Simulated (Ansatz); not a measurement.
# ClF2GeH3O: the cost of one run

Program: Ansatz 0.2.0. Level of theory: RKS PBE0-D4/def2-SVP. These are calculated values, not measurements.

1 further run of the same task is left out (it didn't finish).

## Step 1: Starting point

Bond lengths: Ge1–O2 2.120 Å, O2–H3 1.010 Å, Ge1–Cl4 2.220 Å, Ge1–F5 1.679 Å, Ge1–F6 1.679 Å. Angles: Ge1–O2–H3 109.5°, O2–Ge1–Cl4 109.5°, O2–Ge1–F5 109.5°, O2–Ge1–F6 109.5°, Cl4–Ge1–F5 109.5°, Cl4–Ge1–F6 109.5°, F5–Ge1–F6 109.5°.

Structure file:

```xyz
8

Ge    0.0000    0.0000    0.0000
O     0.0000    0.0000    2.1200
H    -0.9095   -0.2814    2.4571
Cl    2.0935    0.0000   -0.7393
F    -0.7913    1.3709   -0.5594
F    -0.7913   -1.3709   -0.5594
H     0.9702    1.4632    0.5833
H     0.7523    1.1345    1.5265
```

## Step 2: A restrained relaxation towards end A

Springs on the bonds that form and break draw the guess towards this end; the thresholds are loose.

Input file input.yaml:

```yaml
crystal:
  periodic: [false, false, false]
  atoms:
    - { symbol: Ge, position_ang: [0.0, 0.0, 0.0] }
    - { symbol: O, position_ang: [0.0, 0.0, 2.12] }
    - { symbol: H, position_ang: [-0.9095, -0.2814, 2.4571] }
    - { symbol: Cl, position_ang: [2.0935, 0.0, -0.7393] }
    - { symbol: F, position_ang: [-0.7913, 1.3709, -0.5594] }
    - { symbol: F, position_ang: [-0.7913, -1.3709, -0.5594] }
    - { symbol: H, position_ang: [0.9702, 1.4632, 0.5833] }
    - { symbol: H, position_ang: [0.7523, 1.1345, 1.5265] }
basis:
  gaussian: { orbitals: def2-SVP }
hamiltonian:
  xc: pbe0
  dispersion: d4
relax:
  f_tol: 0.15
  max_steps: 25
  restrain:
    - { distance: [0, 6], at: 2.75, k: 30.0 }
    - { distance: [7, 1], at: 2.21, k: 30.0 }
    - { distance: [0, 1], at: 1.77, k: 30.0 }
    - { distance: [7, 6], at: 0.66, k: 30.0 }
output:
  orbitals: {}
```

Run with:

```sh
$ ansatz run input.yaml --threads 2 --pin off --max-ram 3072MiB --backend cpu --events-out ev --progress --plain --runs-dir out
```

What time and memory should one allow on 2 threads of Arm Neoverse V1, shared host?

About 36 s, with a peak of 0.26 GiB.
